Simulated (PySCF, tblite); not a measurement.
# C₂H₁₁BSi₂: excited states, first hyperpolarisability

Aim: compute the excited states, first hyperpolarisability of C₂H₁₁BSi₂ (`CB(C)[SiH2][SiH3]`).

Computed with tblite 0.8.0 and PySCF 2.14.0 and routines of our own; the level stands in each step. Atoms count from 0.

## Step 1: The starting structure

16 atoms, charge 0, multiplicity 1; geometry from: force field or distance geometry start.

## Step 2: Geometry optimisation with GFN2-xTB

Job settings and geometry (Å):

```
{"job": {"kind": "relax", "xc": "GFN2-xTB", "basis": "xTB"}, "charge": 0, "multiplicity": 1}
C     -1.739400     1.356300    -0.304400
B     -0.896000     0.021500    -0.243700
C     -1.403000    -1.314600     0.411800
Si     0.927700     0.148100    -0.894900
Si     2.462000    -0.163700     0.670000
H     -1.507200     1.936100     0.599900
H     -2.818000     1.182600    -0.459700
H     -1.320900     1.941800    -1.162200
H     -1.455800    -1.237000     1.515900
H     -2.393800    -1.657000     0.017800
H     -0.679600    -2.114000     0.151600
H      1.147500     1.501300    -1.436900
H      1.080200    -0.879100    -1.918100
H      3.617400    -0.862800     0.056400
H      1.960700    -0.962500     1.791700
H      3.010500     1.111800     1.193400
```

Started as:

```console
OMP_NUM_THREADS=1 python excited_run.py task.json out
```

The driver reads the jobs from task.json and runs them one after another.

Standard output:

```text
step      E/eV     max force
  0    -395.19836    1.802
  1    -395.31444    0.678
  2    -395.37064    0.382
  3    -395.39330    0.347
  4    -395.42099    0.387
  5    -395.44701    0.398
  6    -395.47196    0.363
  7    -395.49027    0.298
  8    -395.50460    0.261
  9    -395.51518    0.238
 10    -395.52394    0.224
 11    -395.53134    0.230
 12    -395.53680    0.210
 13    -395.54100    0.172
 14    -395.54514    0.186
 15    -395.54942    0.205
 16    -395.55371    0.254
 17    -395.55752    0.184
 18    -395.56033    0.131
 19    -395.56248    0.123
 20    -395.56469    0.128
 21    -395.56693    0.108
 22    -395.56872    0.105
 23    -395.56982    0.072
 24    -395.57040    0.051
 25    -395.57077    0.053
 26    -395.57108    0.058
 27    -395.57131    0.048
 28    -395.57146    0.032
 29    -395.57156    0.025
 30    -395.57167    0.039
 31    -395.57181    0.055
 32    -395.57198    0.053
 33    -395.57214    0.045
 34    -395.57227    0.026
 35    -395.57239    0.032
 36    -395.57253    0.043
 37    -395.57267    0.042
 38    -395.57279    0.033
 39    -395.57291    0.041
 40    -395.57307    0.046
 41    -395.57330    0.058
 42    -395.57361    0.061
 43    -395.57389    0.039
 44    -395.57411    0.038
 45    -395.57434    0.043
 46    -395.57463    0.061
 47    -395.57493    0.055
 48    -395.57521    0.043
 49    -395.57549    0.039
 50    -395.57581    0.063
 51    -395.57616    0.069
 52    -395.57641    0.038
 53    -395.57653    0.022
 54    -395.57661    0.026
 55    -395.57675    0.051
 56    -395.57700    0.070
 57    -395.57735    0.067
 58    -395.57770    0.054
 59    -395.57798    0.041
 60    -395.57823    0.042
 61    -395.57852    0.055
 62    -395.57889    0.056
 63    -395.57917    0.094
 64    -395.57966    0.064
 65    -395.58009    0.047
 66    -395.58078    0.049
 67    -395.58112    0.062
 68    -395.58165    0.071
 69    -395.58251    0.062
 70    -395.58297    0.074
 71    -395.58355    0.065
 72    -395.58413    0.069
 73    -395.58457    0.062
 74    -395.58535    0.075
 75    -395.58611    0.091
 76    -395.58659    0.045
 77    -395.58675    0.072
 78    -395.58691    0.032
 79    -395.58705    0.028
 80    -395.58768    0.029
 81    -395.58804    0.040
 82    -395.58837    0.043
 83    -395.58853    0.023
 84    -395.58861    0.025
 85    -395.58868    0.023
 86    -395.58881    0.039
 87    -395.58896    0.054
 88    -395.58917    0.050
 89    -395.58937    0.037
 90    -395.58953    0.025
 91    -395.58965    0.016
 92    -395.58970    0.019
 93    -395.58976    0.019
 94    -395.58982    0.018
 95    -395.59000    0.025
 96    -395.59015    0.041
 97    -395.59037    0.038
 98    -395.59054    0.027
 99    -395.59069    0.031
100    -395.59087    0.034
101    -395.59120    0.055
102    -395.59168    0.072
103    -395.59217    0.072
104    -395.59238    0.114
105    -395.59266    0.104
106    -395.59315    0.034
107    -395.59336    0.025
108    -395.59356    0.072
109    -395.59381    0.022
110    -395.59385    0.016
111    -395.59391    0.014
112    -395.59395    0.014
113    -395.59415    0.022
114    -395.59427    0.028
115    -395.59437    0.022
116    -395.59442    0.025
117    -395.59445    0.014
118    -395.59448    0.016
119    -395.59453    0.017
120    -395.59460    0.020
121    -395.59469    0.020
122    -395.59477    0.017
123    -395.59482    0.014
124    -395.59485    0.014
125    -395.59488    0.013
126    -395.59493    0.018
127    -395.59498    0.015
128    -395.59503    0.015
129    -395.59507    0.015
130    -395.59511    0.014
131    -395.59516    0.014
132    -395.59521    0.014
133    -395.59525    0.012
134    -395.59529    0.012
135    -395.59534    0.019
136    -395.59541    0.025
137    -395.59550    0.026
138    -395.59558    0.021
139    -395.59564    0.015
140    -395.59569    0.016
141    -395.59574    0.022
142    -395.59579    0.017
143    -395.59584    0.023
144    -395.59588    0.015
145    -395.59594    0.016
146    -395.59596    0.014
147    -395.59599    0.013
148    -395.59601    0.012
149    -395.59602    0.008
```

Wall time 1.5 s (1 thread of Arm Neoverse N1, shared host); peak memory 0.18 GiB.

The steps of the relaxation: (not every step is listed)

| step | energy from step 0 (eV) | largest force (eV/Å) |
| --- | --- | --- |
| 0 | 0.0000 | 1.8019 |
| 1 | -0.1161 | 0.6777 |
| 2 | -0.1723 | 0.3823 |
| 3 | -0.1949 | 0.3467 |
| 4 | -0.2226 | 0.3866 |
| 5 | -0.2486 | 0.3984 |
| 6 | -0.2736 | 0.3628 |
| 7 | -0.2919 | 0.2982 |
| 8 | -0.3062 | 0.2606 |
| 21 | -0.3686 | 0.1085 |
| 34 | -0.3739 | 0.0260 |
| 47 | -0.3766 | 0.0545 |
| 60 | -0.3799 | 0.0421 |
| 73 | -0.3862 | 0.0624 |
| 86 | -0.3905 | 0.0393 |
| 99 | -0.3923 | 0.0314 |
| 112 | -0.3956 | 0.0142 |
| 125 | -0.3965 | 0.0132 |
| 138 | -0.3972 | 0.0209 |
| 144 | -0.3975 | 0.0150 |
| 145 | -0.3976 | 0.0164 |
| 146 | -0.3976 | 0.0143 |
| 147 | -0.3976 | 0.0129 |
| 148 | -0.3976 | 0.0116 |
| 149 | -0.3977 | 0.0079 |

Distances of close pairs at the start and the end, largest changes first:

| bond | before (Å) | after (Å) | change (Å) |
| --- | --- | --- | --- |
| Si3–Si4 | 2.214 | 2.324 | +0.110 |
| C2–H9 | 1.120 | 1.090 | -0.030 |
| C0–H7 | 1.120 | 1.093 | -0.027 |
| C2–H10 | 1.109 | 1.089 | -0.020 |
| Si3–H12 | 1.458 | 1.478 | +0.020 |
| Si4–H13 | 1.483 | 1.464 | -0.019 |
| B1–Si3 | 1.941 | 1.959 | +0.019 |
| Si4–H15 | 1.484 | 1.466 | -0.018 |

The final coordinates are the input of the step that follows.

## Step 3: Harmonic vibrations with GFN2-xTB

Job settings and geometry (Å):

```
{"job": {"kind": "ir", "xc": "GFN2-xTB", "basis": "xTB"}, "charge": 0, "multiplicity": 1}
C     -1.614347     1.353872    -0.084460
B     -0.856403    -0.011792    -0.305398
C     -1.594245    -1.346992     0.094101
Si     0.987972    -0.027360    -0.965976
Si     2.529137     0.003154     0.773369
H     -0.961427     2.160396     0.248113
H     -2.458224     1.295949     0.602127
H     -2.018445     1.680284    -1.045570
H     -1.440295    -1.511035     1.163449
H     -2.673694    -1.304917    -0.048132
H     -1.222137    -2.237400    -0.409787
H      1.314923     1.111369    -1.850517
H      1.312688    -1.194295    -1.812846
H      3.876976    -0.414218     0.383159
H      2.136272    -0.882526     1.876313
H      2.673651     1.334455     1.370643
```

Standard output:

```text
mode    cm-1     km/mol
  1      18.2      0.01
  2      28.6      0.01
  3      51.9      0.56
  4      71.5      0.84
  5     100.1      1.98
  6     186.7      1.60
  7     273.6      1.63
  8     314.0      3.25
  9     372.9     59.41
 10     418.8     23.22
 11     448.0      0.17
 12     457.7      0.90
 13     545.4      4.18
 14     578.0      6.78
 15     628.0    324.49
 16     694.8     27.19
 17     782.4    539.02
 18     818.3    113.58
 19     826.3    121.22
 20     827.9    121.42
 21     848.1     70.09
 22     857.3    222.24
 23     871.8      0.91
 24    1103.6    118.33
 25    1120.6     78.58
 26    1384.4     42.13
 27    1390.2     15.10
 28    1481.5      1.97
 29    1484.5      3.34
 30    1496.4      1.98
 31    1501.7      1.23
 32    2119.1    382.09
 33    2126.5    210.43
 34    2207.2    423.79
 35    2223.5    368.06
 36    2242.7    258.02
 37    2972.3      7.49
 38    2976.9     28.68
 39    3005.1     19.83
 40    3010.5     57.38
 41    3014.1     26.86
 42    3021.1     24.77
```

Wall time 0.78 s (1 thread of Arm Neoverse N1, shared host); peak memory 0.18 GiB.

Which atoms move in the most intense modes:

| cm⁻¹ | km/mol | atoms |
| --- | --- | --- |
| 628 | 324.5 | H12 41 %, H11 38 %, Si3 11 % |
| 782 | 539.0 | H15 28 %, H14 27 %, H13 25 % |
| 857 | 222.2 | H11 34 %, H12 34 % |
| 2119 | 382.1 | H11 76 %, H12 19 % |
| 2126 | 210.4 | H12 76 %, H11 20 % |
| 2207 | 423.8 | H14 93 % |
| 2224 | 368.1 | H15 92 % |
| 2243 | 258.0 | H13 95 % |

## Step 4: Geometry optimisation at PBE0-D3(BJ)/def2-SVP

Settings changed since step 3:

```diff
@@ -1,2 +1,2 @@
-{"job": {"kind": "ir", "xc": "GFN2-xTB", "basis": "xTB"}, "charge": 0, "multiplicity": 1}
+{"job": {"xc": "PBE0", "basis": "def2-SVP", "d3": "d3bj", "grid": 1, "kind": "geom"}, "charge": 0, "multiplicity": 1}
 C     -1.614347     1.353872    -0.084460
```

Standard output:

```text
step   0  E = -686.01817645  max force = 0.026322
step   1  E = -686.02364903  max force = 0.001676
step   2  E = -686.02377333  max force = 0.000964
step   3  E = -686.02386125  max force = 0.000923
step   4  E = -686.02391482  max force = 0.000873
step   5  E = -686.02401744  max force = 0.001009
step   6  E = -686.02408754  max force = 0.000893
step   7  E = -686.02413220  max force = 0.000615
step   8  E = -686.02416906  max force = 0.000847
step   9  E = -686.02419456  max force = 0.000902
step  10  E = -686.02420406  max force = 0.000515
step  11  E = -686.02420675  max force = 0.000296
optimisation converged
```

Wall time 1.7 min (1 thread of Arm Neoverse N1, shared host); peak memory 0.63 GiB.

Step by step:

| step | energy from step 0 (eV) | largest force component (eV/Å) |
| --- | --- | --- |
| 0 | 0.0000 | 1.3535 |
| 1 | -0.1489 | 0.0862 |
| 2 | -0.1523 | 0.0496 |
| 3 | -0.1547 | 0.0475 |
| 4 | -0.1561 | 0.0449 |
| 5 | -0.1589 | 0.0519 |
| 6 | -0.1608 | 0.0459 |
| 7 | -0.1621 | 0.0316 |
| 8 | -0.1631 | 0.0436 |
| 9 | -0.1638 | 0.0464 |
| 10 | -0.1640 | 0.0265 |
| 11 | -0.1641 | 0.0152 |

Distances of close pairs at the start and the end, largest changes first:

| bond | before (Å) | after (Å) | change (Å) |
| --- | --- | --- | --- |
| B1–Si3 | 1.959 | 2.028 | +0.068 |
| Si4–H13 | 1.464 | 1.496 | +0.032 |
| Si4–H15 | 1.466 | 1.498 | +0.031 |
| Si4–H14 | 1.468 | 1.498 | +0.030 |
| Si3–Si4 | 2.324 | 2.353 | +0.029 |
| Si3–H12 | 1.478 | 1.500 | +0.022 |
| Si3–H11 | 1.479 | 1.500 | +0.022 |
| C0–H7 | 1.093 | 1.110 | +0.017 |

The next job starts from the end point, and lists it.

| at the end point | value |
| --- | --- |
| point group (found at 0.08 Å tolerance) | C1 |
| rotational constants (GHz, main isotopes) | 3.917, 1.439, 1.382 |
| dipole moment (D) | 1.50 |

## Step 5: Excited states: TDA CAM-B3LYP/def2-SVPD

Job settings and geometry (Å):

```
{"job": {"kind": "states", "xc": "CAM-B3LYP", "basis": "def2-SVPD", "tda": true, "soc": true, "nstates": 6, "ntriplets": 4, "nquad": 4}, "charge": 0, "multiplicity": 1}
C     -1.505636     1.495668    -0.156046
B     -0.782646     0.121199    -0.354210
C     -1.454957    -1.218609     0.100564
Si     1.099394     0.085306    -1.107862
Si     2.530566     0.024502     0.759019
H     -0.842016     2.363331    -0.023246
H     -2.280584     1.489500     0.627164
H     -2.034559     1.666772    -1.116669
H     -1.109461    -1.363262     1.145341
H     -2.554772    -1.169354     0.149100
H     -1.142372    -2.118087    -0.449914
H      1.466621     1.303441    -1.903020
H      1.409499    -1.128872    -1.932680
H      3.973798    -0.009841     0.366431
H      2.236727    -1.191285     1.583041
H      2.306091     1.228183     1.621221
```

Level: TDA CAM-B3LYP/def2-SVPD excited states, vertical, gas phase, spin-orbit mean-field couplings.

Standard output:

```text
coarse grid: 13328 points
cycle   1  E = -686.2072500103  dE = -8.413e-02  |g| = 3.308e-01  |ddm| = 4.711e+00
cycle   2  E = -686.2229346410  dE = -1.568e-02  |g| = 2.572e-01  |ddm| = 8.688e-01
cycle   3  E = -686.2404874047  dE = -1.755e-02  |g| = 2.603e-02  |ddm| = 3.950e-01
cycle   4  E = -686.2407649343  dE = -2.775e-04  |g| = 5.940e-03  |ddm| = 1.037e-01
cycle   5  E = -686.2407786829  dE = -1.375e-05  |g| = 1.560e-03  |ddm| = 1.936e-02
cycle   6  E = -686.2407797859  dE = -1.103e-06  |g| = 3.949e-04  |ddm| = 5.036e-03
final grid: 116568 points
cycle   7  E = -686.3354347560  dE = -2.025e-05  |g| = 3.027e-03  |ddm| = 5.329e-02
cycle   8  E = -686.3354354832  dE = -7.272e-07  |g| = 2.570e-03  |ddm| = 9.680e-03
cycle   9  E = -686.3354371237  dE = -1.641e-06  |g| = 1.074e-04  |ddm| = 3.316e-03
cycle  10  E = -686.3354371276  dE = -3.900e-09  |g| = 5.996e-05  |ddm| = 3.788e-04
cycle  11  E = -686.3354371289  dE = -1.307e-09  |g| = 8.784e-06  |ddm| = 1.243e-04
cycle  12  E = -686.3354371290  dE = -4.502e-11  |g| = 2.823e-06  |ddm| = 2.613e-05
converged SCF energy = -686.3354371290

Singlet excitations
state   eV       nm        f     d(h-e)  d(exc)  Lambda  PR(NTO)  |dmu|/D   mu/D   main configurations
  1   4.7217   262.6   0.03859   0.430   2.690   0.606   1.032    1.503    0.204   H->L 0.84, H-1->L 0.11
  2   6.1680   201.0   0.00111   0.568   2.580   0.468   1.013    2.393    3.708   H-2->L 0.60, H-3->L 0.32
  3   6.2561   198.2   0.14630   1.499   3.271   0.537   1.103    4.614    3.294   H-1->L 0.82, H->L 0.10
  4   6.8449   181.1   0.03339   0.564   3.772   0.381   1.040    2.927    1.821   H->L+1 0.89
  5   7.0371   176.2   0.00388   0.446   3.095   0.475   1.277                     H->L+3 0.72
  6   7.2522   171.0   0.00765   0.838   3.334   0.460   1.789                     H-3->L 0.37, H-2->L 0.24, H->L+2 0.16

Triplet excitations (Tamm-Dancoff)
state   eV     d(h-e)  d(exc)  Lambda  PR(NTO)   main configurations
  1   3.8809   0.469   2.652   0.611   1.014   H->L 0.89
  2   5.5833   1.308   3.089   0.536   1.055   H-1->L 0.86
  3   5.6860   0.560   2.466   0.466   1.012   H-2->L 0.56, H-3->L 0.34
  4   6.3875   0.117   3.154   0.444   1.083   H->L+1 0.36, H->L+3 0.21, H->L+2 0.16
S1 - T1 = 0.8408 eV

Spin-orbit couplings |<S|Hso|T>| (cm-1)
             T1       T2       T3       T4
S0        1.482    4.655    4.453   11.338
S1        1.760   32.862    9.413    2.297
S2       11.639    6.167    0.263    0.510
S3       34.561    0.549    4.351    4.265
S4        3.771    1.661    0.202    6.438
S5        9.265    8.529    0.115   11.206
S6       29.336   34.458    0.539    8.185
T1 sublevels (cm-1): 0.000 0.033 0.060   radiative rates (1/s): 2.73 0.841 153
```

Wall time 51 s (1 thread of Arm Neoverse N1, shared host); peak memory 0.86 GiB.

From this job:

| quantity | value |
| --- | --- |
| S1 less T1 | 0.84 eV |

## Step 6: Excited states: TDDFT B3LYP/def2-SVPD

Settings changed since step 5:

```diff
@@ -1,2 +1,2 @@
-{"job": {"kind": "states", "xc": "CAM-B3LYP", "basis": "def2-SVPD", "tda": true, "soc": true, "nstates": 6, "ntriplets": 4, "nquad": 4}, "charge": 0, "multiplicity": 1}
+{"job": {"kind": "states", "xc": "B3LYP", "basis": "def2-SVPD", "tpa": true, "nstates": 6, "nquad": 5, "ntriplets": 0}, "charge": 0, "multiplicity": 1}
 C     -1.505636     1.495668    -0.156046
```

Method: TDDFT B3LYP/def2-SVPD excited states, vertical, gas phase, two-photon moments by quadratic response.

Standard output:

```text
coarse grid: 13328 points
cycle   1  E = -686.3090161868  dE = -1.547e-01  |g| = 4.458e-01  |ddm| = 4.868e+00
cycle   2  E = -686.2856480877  dE =  2.337e-02  |g| = 5.256e-01  |ddm| = 1.240e+00
cycle   3  E = -686.3635583745  dE = -7.791e-02  |g| = 3.049e-02  |ddm| = 7.114e-01
cycle   4  E = -686.3638148993  dE = -2.565e-04  |g| = 1.807e-02  |ddm| = 9.757e-02
cycle   5  E = -686.3639348862  dE = -1.200e-04  |g| = 2.537e-03  |ddm| = 4.064e-02
cycle   6  E = -686.3639369876  dE = -2.101e-06  |g| = 6.048e-04  |ddm| = 5.954e-03
final grid: 116568 points
cycle   7  E = -686.4569047725  dE = -2.566e-05  |g| = 4.779e-03  |ddm| = 8.575e-02
cycle   8  E = -686.4569024465  dE =  2.326e-06  |g| = 5.645e-03  |ddm| = 1.333e-02
cycle   9  E = -686.4569107099  dE = -8.263e-06  |g| = 1.990e-04  |ddm| = 6.607e-03
cycle  10  E = -686.4569107207  dE = -1.080e-08  |g| = 1.122e-04  |ddm| = 5.917e-04
cycle  11  E = -686.4569107251  dE = -4.436e-09  |g| = 1.886e-05  |ddm| = 2.381e-04
cycle  12  E = -686.4569107252  dE = -1.203e-10  |g| = 4.592e-06  |ddm| = 4.996e-05
converged SCF energy = -686.4569107252

Singlet excitations
state   eV       nm        f     d(h-e)  d(exc)  Lambda  PR(NTO)  |dmu|/D   mu/D   delta(TPA)   sigma/GM   main configurations
  1   4.5379   273.2   0.03840   0.505   2.838   0.622   1.041    1.622    0.308       36.74      0.277   H->L 0.92
  2   5.6839   218.1   0.09903   1.670   3.376   0.533   1.093    4.926    3.615      322.13      3.813   H-1->L 0.92
  3   5.9075   209.9   0.00254   0.537   2.772   0.480   1.014    2.172    3.488        0.66      0.008   H-2->L 0.82, H-3->L 0.16
  4   6.3906   194.0   0.02838   0.691   3.986   0.429   1.027    3.264    2.007       92.33      1.381   H->L+1 0.98
  5   6.5264   190.0   0.00125   1.405   3.445   0.473   1.139    4.377    3.061        2.30      0.036   H-3->L 0.77, H-2->L 0.16
  6   6.7076   184.8   0.00141   1.054   3.315   0.485   1.129                                            H->L+3 0.91
```

It took 49 s on 1 thread of Arm Neoverse N1, shared host; peak memory 0.81 GiB.

## Step 7: First hyperpolarisability: quadratic response wB97X-D/def2-SVPD

Settings changed since step 6:

```diff
@@ -1,2 +1,2 @@
-{"job": {"kind": "states", "xc": "B3LYP", "basis": "def2-SVPD", "tpa": true, "nstates": 6, "nquad": 5, "ntriplets": 0}, "charge": 0, "multiplicity": 1}
+{"job": {"kind": "beta", "xc": "wB97X-D", "basis": "def2-SVPD", "wavelengths": [1907, 1340]}, "charge": 0, "multiplicity": 1}
 C     -1.505636     1.495668    -0.156046
```

With the program's defaults for keys left out, this is: quadratic response wB97X-D/def2-SVPD first hyperpolarisability, Taylor convention, gas phase.

Standard output:

```text
coarse grid: 13328 points
cycle   1  E = -686.2488069432  dE = -7.487e-02  |g| = 2.903e-01  |ddm| = 4.531e+00
cycle   2  E = -686.2672657670  dE = -1.846e-02  |g| = 1.850e-01  |ddm| = 7.982e-01
cycle   3  E = -686.2763663806  dE = -9.101e-03  |g| = 2.604e-02  |ddm| = 3.305e-01
cycle   4  E = -686.2766927270  dE = -3.263e-04  |g| = 4.974e-03  |ddm| = 1.223e-01
cycle   5  E = -686.2767053331  dE = -1.261e-05  |g| = 1.518e-03  |ddm| = 2.229e-02
cycle   6  E = -686.2767069119  dE = -1.579e-06  |g| = 4.543e-04  |ddm| = 7.235e-03
final grid: 116568 points
cycle   7  E = -686.3691845107  dE = -8.419e-05  |g| = 3.305e-03  |ddm| = 1.074e-01
cycle   8  E = -686.3691875993  dE = -3.089e-06  |g| = 1.895e-03  |ddm| = 1.590e-02
cycle   9  E = -686.3691885418  dE = -9.425e-07  |g| = 3.900e-04  |ddm| = 3.582e-03
cycle  10  E = -686.3691886334  dE = -9.160e-08  |g| = 1.047e-04  |ddm| = 1.520e-03
cycle  11  E = -686.3691886428  dE = -9.416e-09  |g| = 4.217e-05  |ddm| = 3.126e-04
cycle  12  E = -686.3691886452  dE = -2.424e-09  |g| = 1.472e-05  |ddm| = 1.787e-04
cycle  13  E = -686.3691886455  dE = -2.970e-10  |g| = 4.821e-06  |ddm| = 5.642e-05
converged SCF energy = -686.3691886455

Lowest singlets (eV, f): 4.7189 0.0330  6.1632 0.0020  6.2291 0.1283

First hyperpolarisability (au)
process     nm      |vector|   parallel      HRS      DR
static         -       48.23      19.79      33.81   2.139
shg       1907.0       46.84      16.12      35.65   2.006
eope      1907.0       47.71      18.65          -       -
shg       1340.0       46.29      11.44      38.09   1.902
eope      1340.0       47.23       17.4          -       -
```

Wall time 47 s (1 thread of Arm Neoverse N1, shared host); peak memory 0.86 GiB.

## Step 8: Summary of results

| quantity | value |
| --- | --- |
| strongest single infrared mode (GFN2-xTB) | 782 cm⁻¹, 539 km/mol |
| zero-point energy (GFN2-xTB) | 72.8 kcal/mol |
| point group | C1 |
| rotational constants (main isotopes) | 3.92, 1.44, 1.38 GHz |
| S1 less T1 (step 5, TDA CAM-B3LYP/def2-SVPD) | 0.84 eV |
| β vector (step 7, quadratic response wB97X-D/def2-SVPD) | static 48, SHG 1907.0 nm 47, SHG 1340.0 nm 46 au |

All 42 modes are real, so the xTB geometry is a minimum. The strongest single mode, at 782 cm⁻¹, has its largest shares on H15, H14 and H13 (the list is cut at 3 atoms). GFN2-xTB is a fitted tight-binding method: band positions and strengths are rough. Its intensities can rank the bands wrongly. Over 11 steps the energy fell by 0.164 eV; of the close pairs, B1–Si3 changed most, 1.959 to 2.028 Å (PBE0/def2-SVP). No frequency check was run at this level, so the end point may be a saddle. In step 5, the number of triplets below S1 is 1, and the largest singlet-triplet spin-orbit coupling is S3–T1, 34.56 cm⁻¹.
